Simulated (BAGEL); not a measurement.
# CH5FGeO (SMILES [CH3][GeH]([OH])[F]): RI-MP2/cc-pVDZ (density fitting with cc-pvqz-jkfit)

What is the energy change on altering one bond length of CH5FGeO at RI-MP2/cc-pVDZ (density fitting with cc-pvqz-jkfit)? 

The results are computed with BAGEL 1.2.2.

2 further runs of the same task are left out: 1 that didn't finish, 1 set aside as unsound or not needed.

### Step 1. The system as given

CH5FGeO has 9 atoms, charge 0, and is taken as a singlet. As SMILES, `[CH3][GeH]([OH])[F]`. The coordinates come from a PBE0-D4/def2-TZVP relaxation. This is one conformer, not always the lowest.

Bond lengths: C1–Ge2 1.923 Å, Ge2–O3 1.766 Å, Ge2–F4 1.745 Å, C1–H5 1.090 Å, C1–H6 1.091 Å, C1–H7 1.090 Å, Ge2–H8 1.538 Å, O3–H9 0.960 Å. Some angles: C1–Ge2–O3 107.0°, C1–Ge2–F4 108.4°, O3–Ge2–F4 106.8°, C1–Ge2–H8 118.4°, O3–Ge2–H8 111.2°, F4–Ge2–H8 104.4°, Ge2–C1–H5 108.9°, Ge2–C1–H6 110.1°, Ge2–C1–H7 110.2°, Ge2–O3–H9 113.6°.

### Step 2. The energy at RI-MP2/cc-pVDZ (density fitting with cc-pvqz-jkfit)

input.json

```json
{ "bagel": [

{
  "title": "molecule",
  "basis": "cc-pvdz.json",
  "df_basis": "cc-pvqz-jkfit",
  "angstrom": true,
  "geometry": [
    { "atom": "C", "xyz": [      -0.669000,       0.976900,      -0.584200 ] },
    { "atom": "Ge", "xyz": [       0.088300,      -0.643700,       0.121500 ] },
    { "atom": "O", "xyz": [       1.270000,      -0.170700,       1.345500 ] },
    { "atom": "F", "xyz": [       0.974400,      -1.438600,      -1.153800 ] },
    { "atom": "H", "xyz": [       0.138900,       1.624900,      -0.924600 ] },
    { "atom": "H", "xyz": [      -1.237900,       1.493500,       0.189700 ] },
    { "atom": "H", "xyz": [      -1.327100,       0.751300,      -1.423500 ] },
    { "atom": "H", "xyz": [      -0.865500,      -1.725100,       0.656800 ] },
    { "atom": "H", "xyz": [       1.716500,      -0.914700,       1.755500 ] }
  ]
},

{
  "title": "hf"
},

{
  "title": "mp2",
  "ncore": 12
}

]}
```

The basis set cc-pVDZ is read from a file made from the Basis Set Exchange's data (not shown).

Started as:

```bash
$ BAGEL_NUM_THREADS=1 BAGEL input.json > input.out
```

The log of the run:

```text
* using 1 threads per process

  ===============================================================
  ===============================================================

  *** Geometry ***

  { "atom" : "C", "xyz" : [     -1.264227,      1.846073,     -1.103978 ] },
  { "atom" : "Ge", "xyz" : [      0.166863,     -1.216417,      0.229602 ] },
  { "atom" : "O", "xyz" : [      2.399952,     -0.322576,      2.542627 ] },
  { "atom" : "F", "xyz" : [      1.841349,     -2.718560,     -2.180366 ] },
  { "atom" : "H", "xyz" : [      0.262483,      3.070616,     -1.747241 ] },
  { "atom" : "H", "xyz" : [     -2.339292,      2.822306,      0.358481 ] },
  { "atom" : "H", "xyz" : [     -2.507856,      1.419751,     -2.690025 ] },
  { "atom" : "H", "xyz" : [     -1.635558,     -3.259967,      1.241172 ] },
  { "atom" : "H", "xyz" : [      3.243715,     -1.728532,      3.317414 ] },

  Number of auxiliary basis functions:      791

  Since a DF basis is specified, we compute 2- and 3-index integrals:
    o Being stored without compression. Storage requirement is 0.056 GB

  Number of basis functions:       94
  Number of electrons      :       60

    * METHOD: MOLECULE                             0.66

  *** RHF ***

  === Nuclear Repulsion ===
   316.9900084177

      * DIIS with orbital gradients will be used.

  === RHF iteration (cc-pvdz.json) ===
      0      -2290.16810337          0.01757090           0.16
      1      -2290.37196002          0.01157532           0.13
      2      -2290.49247872          0.00132677           0.13
      3      -2290.49417734          0.00049558           0.14
      4      -2290.49438413          0.00007903           0.13
      5      -2290.49439119          0.00002336           0.13
      6      -2290.49439181          0.00001268           0.13
      7      -2290.49439203          0.00000219           0.13
      8      -2290.49439204          0.00000091           0.15
      9      -2290.49439204          0.00000026           0.14
     10      -2290.49439204          0.00000009           0.13
     11      -2290.49439204          0.00000003           0.13
     12      -2290.49439204          0.00000001           0.13
    * SCF iteration converged.

    * Permanent dipole moment:
           (    0.713854,    -0.086787,    -0.455114) a.u.

    * METHOD: HF                                   2.04

  *** RHF ***

  === Nuclear Repulsion ===
   316.9900084177

      * DIIS with orbital gradients will be used.

  === RHF iteration (cc-pvdz.json) ===
      0      -2290.49439204          0.00000000           0.13
    * SCF iteration converged.

    * Permanent dipole moment:
           (    0.713854,    -0.086787,    -0.455114) a.u.

  === DF-MP2 calculation ===

    * freezing 12 orbitals
    * 3-index integral transformation done
    * assembly done

      MP2 correlation energy:   -0.6390243117      0.08

      MP2 total energy:       -2291.1334163498

    * METHOD: MP2                                  0.36

  ===============================================================
```

Wall time 3.6 s (1 thread of Intel Xeon 6975P-C (Granite Rapids), shared host); peak memory 0.21 GiB.

### Step 3. The distorted shape, same level

input.json

```json
{ "bagel": [

{
  "title": "molecule",
  "basis": "cc-pvdz.json",
  "df_basis": "cc-pvqz-jkfit",
  "angstrom": true,
  "geometry": [
    { "atom": "C", "xyz": [   -1.377892,    1.612831,    0.436057 ] },
    { "atom": "Ge", "xyz": [   -0.620592,   -0.007769,    1.141757 ] },
    { "atom": "O", "xyz": [    0.561108,    0.465231,    2.365757 ] },
    { "atom": "F", "xyz": [    0.974400,   -1.438600,   -1.153800 ] },
    { "atom": "H", "xyz": [   -0.569992,    2.260831,    0.095657 ] },
    { "atom": "H", "xyz": [   -1.946792,    2.129431,    1.209957 ] },
    { "atom": "H", "xyz": [   -2.035992,    1.387231,   -0.403243 ] },
    { "atom": "H", "xyz": [   -1.574392,   -1.089169,    1.677057 ] },
    { "atom": "H", "xyz": [    1.007608,   -0.278769,    2.775757 ] }
  ]
},
{
  "title": "hf"
},
{
  "title": "mp2",
  "ncore": 12
}

]}
```

The basis set cc-pVDZ is read from a file made from the Basis Set Exchange's data (not shown).

Started as:

```bash
$ BAGEL_NUM_THREADS=1 BAGEL input.json > input.out
```

The log of the run:

```text
* using 1 threads per process

  ===============================================================
  ===============================================================

  *** Geometry ***

  { "atom" : "C", "xyz" : [     -2.603839,      3.047809,      0.824028 ] },
  { "atom" : "Ge", "xyz" : [     -1.172749,     -0.014681,      2.157608 ] },
  { "atom" : "O", "xyz" : [      1.060340,      0.879159,      4.470633 ] },
  { "atom" : "F", "xyz" : [      1.841349,     -2.718560,     -2.180366 ] },
  { "atom" : "H", "xyz" : [     -1.077129,      4.272351,      0.180766 ] },
  { "atom" : "H", "xyz" : [     -3.678904,      4.024041,      2.286487 ] },
  { "atom" : "H", "xyz" : [     -3.847467,      2.621487,     -0.762019 ] },
  { "atom" : "H", "xyz" : [     -2.975170,     -2.058231,      3.169178 ] },
  { "atom" : "H", "xyz" : [      1.904103,     -0.526797,      5.245421 ] },

  Number of auxiliary basis functions:      791

  Since a DF basis is specified, we compute 2- and 3-index integrals:
    o Being stored without compression. Storage requirement is 0.056 GB

  Number of basis functions:       94
  Number of electrons      :       60

    * METHOD: MOLECULE                             0.53

  *** RHF ***

  === Nuclear Repulsion ===
   269.3616385219

      * DIIS with orbital gradients will be used.

  === RHF iteration (cc-pvdz.json) ===
      0      -2289.86714718          0.01807070           0.14
      1      -2289.86294522          0.01962353           0.14
      2      -2290.28559446          0.00346992           0.14
      3      -2290.29756696          0.00123376           0.13
      4      -2290.29965077          0.00031937           0.14
      5      -2290.29979592          0.00010453           0.14
      6      -2290.29981053          0.00002920           0.14
      7      -2290.29981336          0.00001448           0.14
      8      -2290.29981403          0.00000786           0.13
      9      -2290.29981426          0.00000436           0.15
     10      -2290.29981434          0.00000259           0.14
     11      -2290.29981438          0.00000147           0.13
     12      -2290.29981439          0.00000058           0.13
     13      -2290.29981439          0.00000025           0.14
     14      -2290.29981439          0.00000015           0.13
     15      -2290.29981439          0.00000006           0.13
     16      -2290.29981439          0.00000003           0.14
     17      -2290.29981439          0.00000002           0.14
     18      -2290.29981439          0.00000001           0.13
     19      -2290.29981439          0.00000001           0.14
    * SCF iteration converged.

    * Permanent dipole moment:
           (    2.211498,    -1.550034,    -2.559604) a.u.

    * METHOD: HF                                   3.00

  *** RHF ***

  === Nuclear Repulsion ===
   269.3616385219

      * DIIS with orbital gradients will be used.

  === RHF iteration (cc-pvdz.json) ===
      0      -2290.29981439          0.00000000           0.13
    * SCF iteration converged.

    * Permanent dipole moment:
           (    2.211498,    -1.550033,    -2.559604) a.u.

  === DF-MP2 calculation ===

    * freezing 12 orbitals
    * 3-index integral transformation done
    * assembly done

      MP2 correlation energy:   -0.6523741050      0.08

      MP2 total energy:       -2290.9521884935

    * METHOD: MP2                                  0.37

  ===============================================================
```

It took 4.2 s on 1 thread of Intel Xeon 6975P-C (Granite Rapids), shared host; peak memory 0.21 GiB.

### Step 4. Results

Level: RI-MP2/cc-pVDZ (density fitting with cc-pvqz-jkfit), 12 core orbitals frozen.

```
                                                          quantity           value
                                         first shape: total energy  -2291.13342 Eh
         first shape: correlation energy (12 core orbitals frozen)      -639.0 mEh
                                     distorted shape: total energy  -2290.95219 Eh
     distorted shape: correlation energy (12 core orbitals frozen)      -652.4 mEh
energy change with the Ge2–F4 bond stretched from 1.745 to 3.140 Å        4.931 eV
```

What this shows: One bond (distorted shape) is far stretched, which a spin-restricted single reference describes badly; perturbation theory on it can break down and give far too much correlation. With the Ge2–F4 bond stretched from 1.745 to 3.140 Å the energy rises by 4.93 eV (476 kJ/mol). The first shape isn't relaxed at this level, so the change isn't measured from a minimum. A restricted reference can't describe the breaking bond well at this length.
